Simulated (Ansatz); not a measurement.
# H2O3 (trioxidane) at PBE0/cc-pVTZ

Aim: the electronic atomisation energy of H2O3 (trioxidane) at PBE0/cc-pVTZ, from 3 runs. 

The results are computed with Ansatz 0.2.0.

27 further runs of the same task are left out: 27 set aside as unsound or not needed.

## (1) The structure to begin with

The species is H2O3 (5 atoms), meant as a singlet with charge 0. SMILES: `OOO`. The shape is that of a PBE0-D4/def2-TZVP optimisation. This is a higher conformer, about 11 kJ/mol above the lowest found by a separate search.

Bond lengths: O1–O2 1.403 Å, O2–O3 1.403 Å, O1–H4 0.968 Å, O3–H5 0.968 Å. Angles: O1–O2–O3 108.0°, O2–O1–H4 102.8°, O2–O3–H5 102.8°.

## (2) The energy at PBE0/cc-pVTZ

molecule.yaml

```yaml
crystal:
  periodic: [false, false, false]
  atoms:
    - {symbol: O, position_ang: [-0.968320, -0.699970, -0.146130]}
    - {symbol: O, position_ang: [-0.133650, -0.043580, 0.770240]}
    - {symbol: O, position_ang: [1.173090, -0.066850, 0.261080]}
    - {symbol: H, position_ang: [-1.310410, 0.028200, -0.685190]}
    - {symbol: H, position_ang: [1.239280, 0.782200, -0.199990]}
basis:
  gaussian:
    orbitals: cc-pVTZ
accuracy: high
output: {orbitals: {seedname: orbitals}}
hamiltonian:
  xc: {name: PBE0}
```

Launch:

```sh
$ ansatz run molecule.yaml --threads 1 --pin off --max-ram 3480MiB --events-out events.jsonl --progress --plain --runs-dir runs
```

What it wrote:

```text
Warning: RAYON_NUM_THREADS=1 ignored (pool sized by the plan → 1); use --threads N
Functional definition: PBE0
  name "PBE0"
  parameter a = 0.25
  parameter kappa = 0.804
  parameter beta = 0.06672455060314922
  exchange = (1 - a)*pbe_x(kappa = kappa, mu = beta*pi^2/3) + a*exact_x
  correlation = pbe_c(beta = beta)
2102 factors; integrals over basis functions are off by at most 3.0e-9 eV
mean field evaluation 1: about -6161.7163 eV, gradient 4.3e1 eV
mean field evaluation 2: about -6158.6208 eV, gradient 6.2e1 eV
mean field evaluation 4: about -6164.4945 eV, gradient 2.7e0 eV
mean field evaluation 8: about -6164.5077 eV, gradient 5.1e-2 eV
mean field evaluation 16: about -6164.5077 eV, gradient 4.5e-5 eV
mean field -6164.50769951 eV, -226.5414795038 hartree, gradient 2.8e-8 eV, S^2 0.000000; 0 other end points of the search recorded, 0 dependent functions left out
reference -6164.50770125 eV, -226.5414795676 hartree; 13, 13 occupied and 105, 105 virtual orbitals, 2102 factors
Total energy: -6164.50770125 eV, -226.5414795676 hartree
```

Wall time 6.3 s (1 thread of Arm Neoverse V1, shared host); peak memory 0.33 GiB.

## (3) The H atom

molecule.yaml

```yaml
crystal:
  periodic: [false, false, false]
  atoms:
    - symbol: H
      position_ang: [0.000000, 0.000000, 0.000000]
basis:
  gaussian: {orbitals: cc-pVTZ}
total_charge: 0
magnetization: {spin_polarized: true, initial_magnetization: 1}
hamiltonian: {xc: {name: PBE0}}
accuracy: high
```

Run the same way, it converges to -0.50104 Eh (log not shown).

## (4) The O atom

molecule.yaml

```yaml
crystal:
  periodic: [false, false, false]
  atoms:
    - {symbol: O, position_ang: [0.000000, 0.000000, 0.000000]}
basis:
  gaussian:
    orbitals: cc-pVTZ
hamiltonian:
  xc: pbe0
total_charge: 0
magnetization:
  spin_polarized: true
  initial_magnetization: 2
accuracy: high
```

Run the same way, it converges to -75.01427 Eh (log not shown).

## (5) What came out

At PBE0/cc-pVTZ:

```
                     quantity          value
       molecule: total energy  -226.54148 Eh
        molecule: HOMO energy       -8.49 eV
        molecule: LUMO energy        0.46 eV
      molecule: HOMO–LUMO gap        8.94 eV
         H atom: total energy    -0.50104 Eh
                 H atom: ⟨S²⟩          0.750
         O atom: total energy   -75.01427 Eh
                 O atom: ⟨S²⟩          2.003
electronic atomisation energy      13.513 eV
```

In words: Taking the molecule apart into free atoms costs 13.51 eV (312 kcal/mol), before zero-point energy and without spin-orbit coupling.
